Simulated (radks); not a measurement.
# The series with 25 electrons, Zr¹⁵⁺ to Ce³³⁺

The task here is to estimate one member of a computed series from the others.

Method: scalar-relativistic Kohn-Sham, r2SCAN, spin-polarised, spherical densities, finite nucleus; open shells are filled with parallel spins first. Code: radks (a radial shooting solver on a logarithmic mesh, Libxc functionals) version 1.

**What is computed**

* electrons: 25
* ions: Zr¹⁵⁺, Nb¹⁶⁺, Mo¹⁷⁺, Tc¹⁸⁺, Ru¹⁹⁺, Rh²⁰⁺, Pd²¹⁺, Ag²²⁺, Cd²³⁺, In²⁴⁺, Sn²⁵⁺, Sb²⁶⁺, Te²⁷⁺, I²⁸⁺, Xe²⁹⁺, Cs³⁰⁺, Ba³¹⁺, La³²⁺, Ce³³⁺
* configuration: [Ar] 3d7

Outer shells as boxes (Hund's rule):

[Ar] 3d7
```
[Ar] core
3d [↑↓][↑↓][↑ ][↑ ][↑ ]
```

The first run:

The run's settings:

```text
Z 40
configuration [Ar] 3d7 4s0 4p0
relativity scalar-relativistic
functional r2scan,r2scan
spin polarised
nucleus finite rms 4.2694 fm
c 137.035999084
```

Steps of the session up to this table: Zr¹⁵⁺.

One of the session's tables, all rows but one given; the rest of the session is left out.

It belongs to the step «Zr¹⁵⁺». Radial moments (bohr):

```
  level     <r>  outermost maximum (interpolated)  90 % within  nodes
  3p up  0.4381                             0.391        0.656      1
3p down  0.4403                             0.392        0.660      1
  3d up  0.4116                             0.332        0.646      0
3d down  0.4147                             0.333        0.652      0
  4s up  0.9495                             0.916         1.35      3
4s down  0.9567                             0.923         1.36      3
  4p up  0.9854                             0.949         1.41      2
4p down       ?                                 ?            ?      ?
```

Q: Estimate the row for 4p down from the others.

**Answer.** <r>: 0.9942; outermost maximum (interpolated): 0.958; 90 % within: 1.42; nodes: 2. In the column «<r>» it is the highest.
